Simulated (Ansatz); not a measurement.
**C6H15AlO3: small, medium and large basis sets**

One table from this session's results is given with a row withheld; the runs are named, their logs left out.

Method: one geometry, several basis sets; program: Ansatz 0.2.0, Gaussian basis.

The runs, in order: PBE0-D4/def2-SVP; ωB97M-V/def2-SVP; PBE0-D4/def2-QZVPP; ωB97M-V/def2-QZVPP; the functionals' def2-TZVPP values are taken from earlier runs.

## Structure used throughout

An earlier PBE0-D4 in a triple-zeta def2 set relaxation fixed the geometry.

SMILES `CC[O][Al]([O]CC)[O]CC`, 25 atoms, charge 0, spin multiplicity 1.

Atoms are counted from 1 here; the program's logs count them from 0.

Bond lengths: C1–C2 1.513 Å, C1–H11 1.093 Å, C1–H12 1.093 Å, C1–H13 1.093 Å, C2–O3 1.403 Å, C2–H14 1.098 Å, C2–H15 1.096 Å, O3–Al4 1.681 Å, Al4–O5 1.682 Å, Al4–O8 1.682 Å, O5–C6 1.403 Å, C6–C7 1.513 Å, C6–H16 1.096 Å, C6–H17 1.098 Å, C7–H18 1.093 Å, C7–H19 1.093 Å, C7–H20 1.094 Å, O8–C9 1.403 Å and more. Angles: C2–C1–H11 110.6°, C2–C1–H12 110.7°, C2–C1–H13 110.5°, H11–C1–H12 108.1°, H11–C1–H13 108.6°, H12–C1–H13 108.2°, C1–C2–O3 112.3°, C1–C2–H14 109.6°, C1–C2–H15 109.9°, O3–C2–H14 110.2°, O3–C2–H15 107.7°, H14–C2–H15 106.9°, C2–O3–Al4 134.3°, O3–Al4–O5 119.9°, O3–Al4–O8 120.1°, O5–Al4–O8 120.0°, Al4–O5–C6 134.0°, O5–C6–C7 112.3° and more.

Set-up of the first run:

Contents of in.yaml:

```yaml
crystal:
  periodic: [false, false, false]
  atoms:
    - {symbol: C, position_ang: [1.184962, -2.654387, -1.391849]}
    - {symbol: C, position_ang: [0.720957, -2.817489, 0.039170]}
    - {symbol: O, position_ang: [-0.064862, -1.738084, 0.470995]}
    - {symbol: Al, position_ang: [0.183561, -0.079919, 0.596356]}
    - {symbol: O, position_ang: [-1.061912, 0.917401, 1.127902]}
    - {symbol: C, position_ang: [-2.404288, 0.699263, 1.474589]}
    - {symbol: C, position_ang: [-3.209743, 0.138259, 0.323013]}
    - {symbol: O, position_ang: [1.684762, 0.578613, 0.221087]}
    - {symbol: C, position_ang: [2.194304, 1.885726, 0.181916]}
    - {symbol: C, position_ang: [1.444703, 2.764452, -0.795620]}
    - {symbol: H, position_ang: [1.812787, -1.764832, -1.493066]}
    - {symbol: H, position_ang: [1.769527, -3.521779, -1.710085]}
    - {symbol: H, position_ang: [0.328424, -2.555169, -2.063483]}
    - {symbol: H, position_ang: [1.591007, -2.939607, 0.697393]}
    - {symbol: H, position_ang: [0.118704, -3.728328, 0.134581]}
    - {symbol: H, position_ang: [-2.827159, 1.659002, 1.793144]}
    - {symbol: H, position_ang: [-2.468818, 0.020327, 2.334841]}
    - {symbol: H, position_ang: [-4.256480, 0.007472, 0.610417]}
    - {symbol: H, position_ang: [-3.173080, 0.813879, -0.535270]}
    - {symbol: H, position_ang: [-2.816507, -0.835487, 0.018043]}
    - {symbol: H, position_ang: [2.161445, 2.335959, 1.182587]}
    - {symbol: H, position_ang: [3.250195, 1.824045, -0.105628]}
    - {symbol: H, position_ang: [1.486833, 2.340569, -1.802116]}
    - {symbol: H, position_ang: [0.396110, 2.859530, -0.500305]}
    - {symbol: H, position_ang: [1.881065, 3.766385, -0.828413]}
basis:
  gaussian: {orbitals: def2-SVP}
hamiltonian: {xc: pbe0, dispersion: d4}
output: {orbitals: {seedname: orbitals}}
```

The run is started by

```console
$ ansatz run in.yaml --threads 4 --pin off --events-out ev --progress --plain --max-ram 41984MiB --backend cpu
```

Steps of the session up to this table: PBE0-D4 in def2-SVP; ωB97M-V in def2-SVP; PBE0-D4 in def2-QZVPP; ωB97M-V in def2-QZVPP.

One table of the session follows, with a row left open; its other results are not shown here.

| functional | basis | HOMO (eV) | LUMO (eV) |
| --- | --- | --- | --- |
| PBE0-D4 | def2-SVP | -7.73 | 0.27 |
| PBE0-D4 | def2-TZVPP | -7.85 | -0.01 |
| PBE0-D4 | def2-QZVPP | ? | ? |
| ωB97M-V | def2-SVP | -10.12 | 1.88 |
| ωB97M-V | def2-TZVPP | -10.26 | 1.49 |
| ωB97M-V | def2-QZVPP | -10.28 | 1.02 |

Q: Estimate the row for PBE0-D4, def2-QZVPP from the others.

As computed: HOMO (eV): -7.87; LUMO (eV): -0.19. In the column «HOMO (eV)» it lies between ωB97M-V, def2-SVP (-10.12) and PBE0-D4, def2-TZVPP (-7.85).
